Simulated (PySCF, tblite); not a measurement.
# C5H9BNO2 radical: geometry, infrared bands and EPR parameters

Wanted: the infrared bands and EPR parameters of C5H9BNO2 radical (`CC[C](CC#N)B(O)O`), by calculation.

The runs use tblite 0.8.0 and PySCF 2.14.0, with density-fitted response routines of our own; the level of theory stands in each step. All values are computed, except where a source is named. Atoms count from 0, in the outputs and in this text.

### Step 1. The molecule as given

18 atoms, charge 0, multiplicity 2; geometry from: force field or distance geometry start.

Bonds of the start (Å): C0–C1 1.48, C1–C2 1.50, C2–C3 1.51, C3–C4 1.47, C4–N5 1.14, C2–B6 1.56, B6–O7 1.46, B6–O8 1.47, C0–H9 1.12, C0–H10 1.12, C0–H11 1.10, C1–H12 1.13, C1–H13 1.14, C3–H14 1.10, C3–H15 1.11, O7–H16 0.98, O8–H17 1.00.

### Step 2. Relaxing the molecule with GFN2-xTB

The job: settings as JSON, then the geometry in Å.

```
{"job": {"kind": "relax", "xc": "GFN2-xTB", "basis": "xTB"}, "charge": 0, "multiplicity": 2}
C     -2.201600    -0.459400    -0.167900
C     -0.851400    -0.600600     0.426400
C      0.290700    -0.224300    -0.471800
C      0.237300     1.207500    -0.946800
C      0.295100     2.117400     0.200200
N      0.345800     2.831200     1.093900
B      1.688100    -0.670200     0.067200
O      2.618500    -1.275000    -0.879300
O      1.719800    -1.242200     1.419800
H     -2.928700    -1.059500     0.436700
H     -2.587400     0.587900    -0.097100
H     -2.297400    -0.780000    -1.213000
H     -0.810000    -0.144900     1.459300
H     -0.724000    -1.716500     0.597500
H      1.055500     1.359300    -1.671200
H     -0.719400     1.445000    -1.463600
H      3.504200    -0.850900    -0.812700
H      1.356000    -0.518300     2.010900
```

Command:

```console
> OMP_NUM_THREADS=1 python probes_run.py task.json out
```

One launch serves the whole session: the jobs run in the order shown.

**Question.** This job is followed by: GFN2-xTB harmonic vibrations, gas phase; UKS B3LYP, pcH-1 on B C H N O, non-relativistic, mean-field spin-orbit, GIAO. Predict these results of the whole session: strongest single infrared mode (GFN2-xTB); zero-point energy (GFN2-xTB); g(iso) (B3LYP); ⟨S²⟩; largest a(iso) (averaged by class); surface potential, 1st and 99th percentile.

As calculated:

```
                                 quantity                     value
strongest single infrared mode (GFN2-xTB)      604 cm⁻¹, 286 km/mol
             zero-point energy (GFN2-xTB)             86.9 kcal/mol
                           g(iso) (B3LYP)                   2.00280
                                     ⟨S²⟩        0.753 (exact 0.75)
       largest a(iso) (averaged by class)  1H on H12, H13, 77.8 MHz
    surface potential, 1st and 99th percentile        -1.86 V and 2.42 V
```

**Reading.** Over 145 steps the energy fell by 1.838 eV; of the close pairs, B6–O8 changed most, 1.469 to 1.371 Å. All 48 modes are real, so the xTB geometry is a minimum. The strongest single mode, at 604 cm⁻¹, moves mainly H16. GFN2-xTB is a fitted tight-binding method: band positions and strengths are rough. Its intensities can rank the bands wrongly. Most of the unpaired spin sits on C2 (0.93 e). The isotropic g lies 0.5 ppt above the free-electron value.
